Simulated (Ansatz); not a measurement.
# CH7NO2Si: the cost of one run

All numbers below are computed with Ansatz 0.2.0 (RKS PBE0-D4/def2-SVP).

### 1 The structure to begin with

Bond lengths: O1–C2 1.348 Å, C2–O3 1.405 Å, C2–N4 1.462 Å, N4–Si5 1.643 Å, O1–H6 0.928 Å, C2–H7 1.117 Å, O3–H8 0.989 Å, N4–H9 1.069 Å, Si5–H10 1.489 Å, Si5–H11 1.517 Å, Si5–H12 1.470 Å. Angles (14 of 17 angles, heavy atoms first): O1–C2–O3 105.8°, O1–C2–N4 112.2°, O3–C2–N4 107.0°, C2–N4–Si5 124.0°, O1–C2–H7 110.0°, O3–C2–H7 110.3°, N4–C2–H7 111.3°, C2–O1–H6 108.9°, C2–O3–H8 100.4°, C2–N4–H9 98.5°, Si5–N4–H9 104.4°, N4–Si5–H10 107.4°, N4–Si5–H11 109.8°, N4–Si5–H12 109.0°.

Coordinates:

```xyz
12

O    -1.5648   -0.7410    0.6175
C    -0.3400   -0.9340    0.0874
O    -0.5032   -1.9111   -0.9090
N     0.1714    0.2669   -0.5723
Si    1.0266    1.4427    0.1925
H    -1.8765   -1.5465    0.9566
H     0.3645   -1.2966    0.8744
H    -0.2587   -1.3890   -1.7122
H    -0.7635    0.7286   -0.8084
H     2.2814    0.8217    0.7001
H     0.2304    1.9768    1.3676
H     1.3093    2.5265   -0.7602
```

### 2 Relaxing end A

File input.yaml:

```yaml
crystal:
  periodic: [false, false, false]
  atoms:
    - { symbol: O, position_ang: [-1.5648, -0.741, 0.6175] }
    - { symbol: C, position_ang: [-0.34, -0.934, 0.0874] }
    - { symbol: O, position_ang: [-0.5032, -1.9111, -0.909] }
    - { symbol: "N", position_ang: [0.1714, 0.2669, -0.5723] }
    - { symbol: Si, position_ang: [1.0266, 1.4427, 0.1925] }
    - { symbol: H, position_ang: [-1.8765, -1.5465, 0.9566] }
    - { symbol: H, position_ang: [0.3645, -1.2966, 0.8744] }
    - { symbol: H, position_ang: [-0.2587, -1.389, -1.7122] }
    - { symbol: H, position_ang: [-0.7635, 0.7286, -0.8084] }
    - { symbol: H, position_ang: [2.2814, 0.8217, 0.7001] }
    - { symbol: H, position_ang: [0.2304, 1.9768, 1.3676] }
    - { symbol: H, position_ang: [1.3093, 2.5265, -0.7602] }
basis:
  gaussian: { orbitals: def2-SVP }
hamiltonian:
  xc: pbe0
  dispersion: d4
relax:
  f_tol: 0.02
  max_steps: 50
```

Launch:

```bash
$ ansatz run input.yaml --threads 2 --pin off --max-ram 3072MiB --backend cpu --events-out ev --progress --plain --runs-dir out
```

**Question.** How long does this run take on 2 threads of Arm Neoverse V1, shared host, and how much memory does it need?

About 56 s, with a peak of 0.24 GiB.
